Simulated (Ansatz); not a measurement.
# Si2Ge: the cell at several levels of theory

Aim: relax Si2Ge as one 6-atom ordering (P3m1) on the diamond lattice with PBE and r2SCAN and see how far the functionals disagree on the cell. This is a trial cell built on a prototype, not taken from a measured structure, and it needn't be the compound's ground state.

Code: Ansatz 0.2.0. PAW datasets, plane waves, zero pressure. All values are calculated for a non-magnetic cell, which may be hypothetical.

**1. The structure to begin with**

This is the cell as the run starts from it, not yet at rest; its lengths are not the crystal's.

It is trigonal, P3m1 (No. 156); a = 3.723 Å, c = 9.120 Å in the conventional setting, 18.25 Å³ an atom. Near Si stand 3 Si at 2.28 Å and 1 Ge at 2.28 Å; near Si stand 3 Ge at 2.28 Å and 1 Si at 2.28 Å; near Si stand 4 Ge at 2.28 Å; near Si stand 4 Si at 2.28 Å; near Ge stand 4 Si at 2.28 Å.

Structure file:

```cif
data_structure
_symmetry_space_group_name_H-M 'P 1'
_symmetry_Int_Tables_number 1
_cell_length_a 3.7232
_cell_length_b 3.7232
_cell_length_c 9.1200
_cell_angle_alpha 90.000
_cell_angle_beta 90.000
_cell_angle_gamma 120.000
_cell_volume 109.49
loop_
_atom_site_label
_atom_site_type_symbol
_atom_site_fract_x
_atom_site_fract_y
_atom_site_fract_z
_atom_site_occupancy
Si1 Si 0.00000 0.00000 0.00000 1
Si2 Si 0.66667 0.33333 0.66667 1
Si3 Si 0.33333 0.66667 0.33333 1
Si4 Si 0.66667 0.33333 0.91667 1
Ge1 Ge 0.33333 0.66667 0.58333 1
Ge2 Ge 0.00000 0.00000 0.25000 1
```

**2. PBE: cell and atoms**

File input.yaml:

```yaml
crystal:
  lattice:
    - [3.723224409, 0.0, 0.0]
    - [-1.8616122045, 3.2244069222, 0.0]
    - [0.0, 0.0, 9.12]
  atoms:
    - { symbol: Si, position: [0.0, 0.0, 0.0] }
    - { symbol: Si, position: [0.6666666667, 0.3333333333, 0.6666666667] }
    - { symbol: Si, position: [0.3333333333, 0.6666666667, 0.3333333333] }
    - { symbol: Si, position: [0.6666666667, 0.3333333333, 0.9166666667] }
    - { symbol: Ge, position: [0.3333333333, 0.6666666667, 0.5833333333] }
    - { symbol: Ge, position: [0.0, 0.0, 0.25] }
kpoints:
  mp_grid: { grid: [12, 12, 4] }
hamiltonian:
  xc: pbe
scf:
  occupations: { method: fermi_dirac, width: 0.02 }
relax:
  f_tol: 0.005
  cell: {}
```

The run is started by

```bash
$ ansatz run input.yaml --threads 4 --pin off --max-ram 6451MiB --backend cpu --events-out ev --progress --plain --runs-dir out
```

The runs that follow: Relaxing with r2SCAN.

**Question.** What will these runs give? Wanted: for each run, a; c; volume; space group; SCF geometries.

The runs gave:

```
 level  a (Å)  c (Å)  volume (Å³/atom)  space group  SCF geometries
   PBE  3.928  9.620            21.425         P3m1               8
r2SCAN  3.897  9.543            20.918         P3m1               5
```

**Reading.** From the start to the first minimum the volume moved by +17.4 %. The volume runs from r2SCAN (least) to PBE (most), a spread of 2.4 %, or 0.8 % in length if all axes shared it alike.
